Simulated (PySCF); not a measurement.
# C₅H₈N₂Si: a tour of settings, part 2 of 2

PySCF 2.14.0. Atoms count from 0.

**6. Indirect couplings: KT3/pcSseg-1**

Job settings and geometry (Å):

```
{"job": {"kind": "j", "xc": "KT3", "basis": "pcSseg-1", "scf": {"aux": "def2-universal-jkfit", "conv": 1e-07}}, "charge": 0, "multiplicity": 1}
C     -0.611420     2.303129     1.511953
C     -0.580697     1.444173     0.498469
C      0.131921     0.194282     0.551293
N      0.820630    -0.242141     1.577051
C      1.325630    -1.445828     1.210247
C      0.934420    -1.741159    -0.060174
N      0.163417    -0.694400    -0.501714
Si    -0.596100    -0.557387    -2.074396
H     -0.089837     2.080282     2.425869
H     -1.148452     3.233623     1.454910
H     -1.099355     1.649463    -0.429525
H      1.934835    -2.015964     1.883504
H      1.132282    -2.590272    -0.681399
H     -2.040995    -0.465264    -1.866910
H     -0.225913    -1.778607    -2.781959
H     -0.057964     0.635015    -2.728631
```

Method: KT3/pcSseg-1 indirect spin-spin coupling, non-relativistic, gas phase.

Standard output:

```text
final grid: 132928 points
cycle   1  E = -601.3379297867  dE =  1.156e+00  |g| = 5.438e-01  |ddm| = 3.874e+00
cycle   2  E = -601.1527527518  dE =  1.852e-01  |g| = 1.002e+00  |ddm| = 2.012e+00
cycle   3  E = -601.3992466295  dE = -2.465e-01  |g| = 2.897e-01  |ddm| = 1.580e+00
cycle   4  E = -601.4192240997  dE = -1.998e-02  |g| = 6.314e-02  |ddm| = 3.093e-01
cycle   5  E = -601.4199054217  dE = -6.813e-04  |g| = 3.354e-02  |ddm| = 7.184e-02
cycle   6  E = -601.4201461975  dE = -2.408e-04  |g| = 8.810e-03  |ddm| = 3.352e-02
cycle   7  E = -601.4201640975  dE = -1.790e-05  |g| = 3.961e-03  |ddm| = 1.288e-02
cycle   8  E = -601.4201687826  dE = -4.685e-06  |g| = 5.727e-04  |ddm| = 4.548e-03
cycle   9  E = -601.4201688582  dE = -7.560e-08  |g| = 2.203e-04  |ddm| = 7.380e-04
converged SCF energy = -601.4201688582

Indirect spin-spin couplings (Hz)
  i      j    bonds     total        FC       PSO       DSO        SD
  0 C    1 C    1     85.429    93.362    -8.106     0.173         -
  0 C    2 C    2     -3.633    -3.677     0.032     0.013         -
  0 C    3 N    3     -4.188    -3.045    -0.207    -0.010    -0.926
  0 C    4 C    4     -1.011    -0.984     0.042    -0.069         -
  0 C    5 C    4      2.114     2.190     0.002    -0.077         -
  0 C    6 N    3     -2.368    -1.645    -0.318     0.025    -0.430
  0 C    7 Si   4      0.177     0.156    -0.012     0.037    -0.005
  0 C    8 H    1    169.472   168.411     0.422     0.639         -
  0 C    9 H    1    167.072   165.837     0.655     0.580         -
  0 C   10 H    2     -6.269    -4.631    -1.155    -0.484         -
  0 C   12 H    5     -0.494    -0.378     0.206    -0.323         -
  1 C    2 C    1     80.191    82.441    -2.589     0.339         -
  1 C    3 N    2     -4.664    -4.998     0.010     0.001     0.322
  1 C    4 C    3      5.719     5.561     0.248    -0.091         -
  1 C    5 C    3      0.101     0.033     0.152    -0.084         -
  1 C    6 N    2     -4.032    -4.223     0.099    -0.018     0.110
  1 C    7 Si   3     -0.885    -0.871     0.010    -0.019    -0.005
  1 C    8 H    2     -4.929    -3.187    -1.329    -0.412         -
  1 C    9 H    2     -3.253    -1.647    -1.133    -0.473         -
  1 C   10 H    1    154.447   152.728     0.693     1.026         -
  1 C   12 H    4      0.958     1.014     0.329    -0.384         -
  1 C   13 H    4      0.595     0.546    -0.116     0.164         -
  1 C   14 H    4      0.398     0.561     0.155    -0.318         -
  1 C   15 H    4      0.612     0.562    -0.117     0.166         -
  2 C    3 N    1     -9.553   -13.378     4.846    -0.128    -0.893
  2 C    4 C    2     -3.850    -3.758    -0.114     0.022         -
  2 C    5 C    2      6.705     6.888    -0.222     0.040         -
  2 C    6 N    1    -11.940   -14.595     3.123    -0.163    -0.304
  2 C    7 Si   2     -1.371    -1.347     0.009     0.005    -0.038
  2 C    8 H    3      6.765     6.884    -0.300     0.181         -
  2 C    9 H    3     12.093    12.205     0.250    -0.362         -
  2 C   10 H    2      2.111     2.461    -0.407     0.057         -
  2 C   11 H    3     11.420    11.593     0.422    -0.595         -
  2 C   12 H    3      6.137     6.331     0.356    -0.550         -
  2 C   13 H    3      0.081     0.153    -0.102     0.029         -
  2 C   14 H    3      2.251     2.428     0.200    -0.377         -
  2 C   15 H    3      0.081     0.153    -0.103     0.031         -
  3 N    4 C    1     -4.203    -7.848     4.003    -0.104    -0.254
  3 N    5 C    2      2.097     1.572     0.211     0.007     0.307
  3 N    6 N    2     -1.280    -0.653    -0.677     0.000     0.050
  3 N    7 Si   3      0.011    -0.427     0.306    -0.028     0.160
  3 N    8 H    4      1.090     1.029     0.201    -0.179     0.039
  3 N    9 H    4      0.724     0.768    -0.155     0.115    -0.004
  3 N   10 H    3     -2.779    -2.927    -0.077     0.189     0.036
  3 N   11 H    2     -8.351    -9.109     0.628     0.134    -0.003
  3 N   12 H    3     -0.539    -0.810    -0.002     0.252     0.021
  3 N   13 H    4     -0.174    -0.221    -0.058     0.106    -0.000
  3 N   15 H    4     -0.174    -0.221    -0.058     0.106    -0.000
  4 C    5 C    1     73.295    79.383    -6.369     0.280         -
  4 C    6 N    2     -3.603    -3.428     0.123    -0.014    -0.284
  4 C    7 Si   3     -5.272    -5.131    -0.134     0.065    -0.071
  4 C    8 H    5      0.443     0.421     0.179    -0.157         -
  4 C    9 H    5      0.375     0.430     0.264    -0.320         -
  4 C   10 H    4      0.695     0.788     0.301    -0.395         -
  4 C   11 H    1    182.802   181.461     0.334     1.007         -
  4 C   12 H    2      5.065     6.111    -0.607    -0.439         -
  4 C   13 H    4      0.243     0.355     0.173    -0.285         -
  4 C   14 H    4     -0.199    -0.155     0.178    -0.222         -
  4 C   15 H    4      0.244     0.356     0.173    -0.285         -
  5 C    6 N    1    -17.850   -20.428     2.744    -0.137    -0.029
  5 C    7 Si   2     -4.684    -4.826     0.121     0.020     0.001
  5 C    8 H    5     -0.912    -0.871     0.202    -0.242         -
  5 C    9 H    5     -0.624    -0.522     0.206    -0.308         -
  5 C   11 H    2     14.113    15.142    -0.604    -0.425         -
  5 C   12 H    1    175.855   174.347     0.427     1.082         -
  5 C   13 H    3      1.571     1.728     0.136    -0.293         -
  5 C   14 H    3      1.919     1.925    -0.175     0.170         -
  5 C   15 H    3      1.579     1.736     0.137    -0.294         -
  6 N    7 Si   1     15.552    16.426    -1.546     0.058     0.613
  6 N    8 H    4      0.327     0.373    -0.123     0.093    -0.016
  6 N    9 H    4     -0.233    -0.168    -0.158     0.105    -0.012
  6 N   10 H    3     -0.282    -0.314     0.108    -0.104     0.027
  6 N   11 H    3     -1.678    -1.779    -0.103     0.216    -0.012
  6 N   12 H    2     -5.338    -5.725     0.322     0.069    -0.003
  6 N   13 H    2     -2.028    -2.078     0.035     0.017    -0.002
  6 N   14 H    2     -1.406    -1.482     0.065     0.006     0.005
  6 N   15 H    2     -2.015    -2.065     0.035     0.017    -0.001
  7 Si  11 H    4     -0.480    -0.469    -0.254     0.274    -0.030
  7 Si  12 H    3     -0.746    -0.839     0.033     0.010     0.050
  7 Si  13 H    1   -225.062  -225.235     0.902    -0.237    -0.491
  7 Si  14 H    1   -220.503  -220.687     0.895    -0.235    -0.476
  7 Si  15 H    1   -225.021  -225.195     0.901    -0.237    -0.491
  8 H    9 H    2     -2.563    -2.442     3.483    -3.603         -
  8 H   10 H    3     16.061    16.919     2.265    -3.122         -
  8 H   12 H    6      0.447     0.645     0.921    -1.120         -
  9 H   10 H    3     10.183    10.550     0.174    -0.541         -
  9 H   12 H    6      0.772     1.005     0.906    -1.139         -
  9 H   14 H    6     -0.240     0.119     0.608    -0.967         -
 10 H   11 H    5      0.417     0.677     1.307    -1.567         -
 10 H   12 H    5     -0.351    -0.094     1.058    -1.315         -
 10 H   13 H    5      0.372    -0.126    -1.266     1.765         -
 10 H   14 H    5     -0.940    -0.063     0.499    -1.376         -
 10 H   15 H    5      0.362    -0.141    -1.272     1.775         -
 11 H   12 H    3      0.803     1.081     0.903    -1.181         -
 11 H   13 H    5     -0.276     0.026     0.880    -1.182         -
 11 H   15 H    5     -0.275     0.027     0.880    -1.182         -
 12 H   13 H    4     -0.589    -0.070     0.578    -1.097         -
 12 H   14 H    4      0.539    -0.029    -1.135     1.702         -
 12 H   15 H    4     -0.589    -0.069     0.581    -1.102         -
 13 H   14 H    2      1.348     2.711     0.843    -2.206         -
 13 H   15 H    2      8.085     9.425     0.856    -2.196         -
 14 H   15 H    2      1.317     2.680     0.842    -2.205         -
```

It took 24 s on 1 thread of Intel Xeon 6975P-C, shared host; peak memory 0.62 GiB.

This basis has no tight s functions, so the Fermi-contact terms are rough.

Couplings of 1 Hz or more, nine at most for each number of bonds, with means over like pairs (isotopes 13C, 1H, 15N, 29Si):

```csv
pair,bonds,J (Hz),Fermi contact (Hz),dihedral (°)
Si7–H13,1,-223.5,-223.7,–
C4–H11,1,182.8,181.5,–
C5–H12,1,175.9,174.3,–
C0–H8,1,169.5,168.4,–
C0–H9,1,167.1,165.8,–
C1–H10,1,154.4,152.7,–
C0–C1,1,85.4,93.4,–
C1–C2,1,80.2,82.4,–
C4–C5,1,73.3,79.4,–
C5–H11,2,14.1,15.1,–
N3–H11,2,-8.4,-9.1,–
C2–C5,2,6.7,6.9,–
C0–H10,2,-6.3,-4.6,–
N6–H12,2,-5.3,-5.7,–
C4–H12,2,5.1,6.1,–
C1–H8,2,-4.9,-3.2,–
C5–Si7,2,-4.7,-4.8,–
C1–N3,2,-4.7,-5.0,–
H8–H10,3,16.1,16.9,180
C2–H9,3,12.1,12.2,180
C2–H11,3,11.4,11.6,180
H9–H10,3,10.2,10.6,0
C2–H8,3,6.8,6.9,0
C2–H12,3,6.1,6.3,180
C1–C4,3,5.7,5.6,-180
C4–Si7,3,-5.3,-5.1,180
C0–N3,3,-4.2,-3.0,0
C0–C5,4,2.1,2.2,–
N3–H8,4,1.1,1.0,–
C0–C4,4,-1.0,-1.0,–
```

The spin-dipole term was solved for some atoms only; pairs without it lack that part.

Quadrupole couplings from the field gradients of the same density:

```csv
atom,isotope,eQq/h (MHz),η
N3,14N,-4.273,0.01
N6,14N,-2.106,0.58
```

Joined with the shifts from before (PBE0/pcSseg-1, scaled to CDCl3 for protons on carbon, raw for the others), the couplings predict the line list below for 400 MHz.

1H NMR δ 7.06 (s, 1H), 6.81 (dd, J = 16.1, 2.6 Hz, 1H), 6.42 (s, 1H), 6.33 (dd, J = 16.1, 10.2 Hz, 1H), 5.49 (dd, J = 10.2, 2.6 Hz, 1H), 5.09 (s, 3H).

**7. Summary of results**

The summary covers parts 1 to 2.

| quantity | value |
| --- | --- |
| 13C shifts against TMS (PBE0/pcSseg-1) | 155.0, 137.6, 129.7, 126.9, 125.3 ppm |
| 1H shifts against TMS (PBE0/pcSseg-1, means over atoms taken as alike) | 7.37, 7.11, 6.70, 6.60, 5.71, 5.09 ppm |
| 15N shifts against NH3 (PBE0/pcSseg-1) | 306.4, 170.6 ppm |
| 29Si shifts against TMS (PBE0/pcSseg-1) | -55.6 ppm |
| lowest singlet (PBE0/def2-SVPD) | 4.77 eV (260 nm), f = 0.362 |
| lowest triplet | 3.02 eV |
| largest coupling of the table (KT3/pcSseg-1) | 1J(Si,H) Si7–H13, -223.5 Hz |
| property runs in this session | 5, of which 1 failed and 1 gave unsound results |

**Reading.** Single values in the summary come from the first run of each kind that ended normally (PBE0/pcSseg-1; PBE0/def2-SVPD; KT3/pcSseg-1), which need not be the best level. At PBE0/pcSseg-1: The widest tensor belongs to N3: span 514 ppm, with a paramagnetic part of -374 ppm. NICS(1)zz of -28 ppm above the planar ring from C2 marks a diatropic (aromatic) ring current. The first singlet state (HOMO→LUMO 0.97) lies at 4.77 eV and is bright. The lowest triplet lies 1.75 eV below the lowest singlet (triplets in Tamm-Dancoff, singlets in full TDDFT). Of the pairs tabulated at KT3/pcSseg-1, Si7–H13 (mean over like pairs) couples most strongly (-223.5 Hz; Fermi contact -223.7 Hz). Couplings across rotatable bonds belong to this one conformer; where others are populated, the observed values are averages. Couplings from bases without tight functions are rough.
